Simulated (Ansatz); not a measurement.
# MgBe2Te2O: the cost of one run

Computed with Ansatz 0.2.0 (DFT PBE, scalar-relativistic, plane waves, PAW, unless a step's input says otherwise).

### Step 1. The system as given

The structure is hexagonal, space group P6/mmm (No. 191). The conventional cell has a = 5.467 Å, b = 5.467 Å, c = 5.212 Å, α = 90.00°, β = 90.00°, γ = 120.00°. Mg (site symmetry 6/mmm) is surrounded by 2 O at 2.61 Å. Be (site symmetry -6m2) has 2 Te at 2.61 Å as nearest neighbours. Te (site symmetry -6m2) is surrounded by 2 Be at 2.61 Å. O (site symmetry 6/mmm) has 2 Mg at 2.61 Å as nearest neighbours.

Coordinates:

```
CELL_PARAMETERS angstrom
5.46689 0.00000 0.00000
-2.73344 4.73446 0.00000
0.00000 0.00000 5.21160
ATOMIC_POSITIONS crystal
Mg 0.00000 0.00000 0.50000
Be 0.33333 0.66667 0.50000
Be 0.66667 0.33333 0.50000
Te 0.33333 0.66667 0.00000
Te 0.66667 0.33333 0.00000
O 0.00000 0.00000 0.00000
```

A structure generator made this guess: random cell by space group and Wyckoff sites (P6/mmm, No. 191). Its size is a rough estimate.

### Step 2. Probe: one point on a coarse mesh

File input.yaml:

```yaml
crystal:
  lattice:
    - [5.46688661, 0.0, 0.0]
    - [-2.7334433, 4.73446268, 0.0]
    - [0.0, 0.0, 5.2116038]
  atoms:
    - { symbol: Mg, position: [0.0, 0.0, 0.5] }
    - { symbol: Be, position: [0.33333333, 0.66666667, 0.5] }
    - { symbol: Be, position: [0.66666667, 0.33333333, 0.5] }
    - { symbol: Te, position: [0.33333333, 0.66666667, 0.0] }
    - { symbol: Te, position: [0.66666667, 0.33333333, 0.0] }
    - { symbol: O, position: [0.0, 0.0, 0.0] }
basis:
  ecutwfc: 420
kpoints:
  mp_grid: { grid: [6, 6, 4] }
hamiltonian:
  xc: pbe
scf:
  occupations: { method: gaussian, width: 0.1 }
  lower_state_search: "off"
output:
  forces: true
  stress: true
  eigenvalues: true
```

The run is started by

```bash
> ansatz run input.yaml --threads 1 --pin off --max-ram 2560MiB --backend cpu --events-out ev --progress --plain --runs-dir out
```

Q: Estimate wall time and peak memory on 1 thread of Intel Xeon at 2.70GHz, shared host.

About 5.4 s, with a peak of 0.43 GiB.
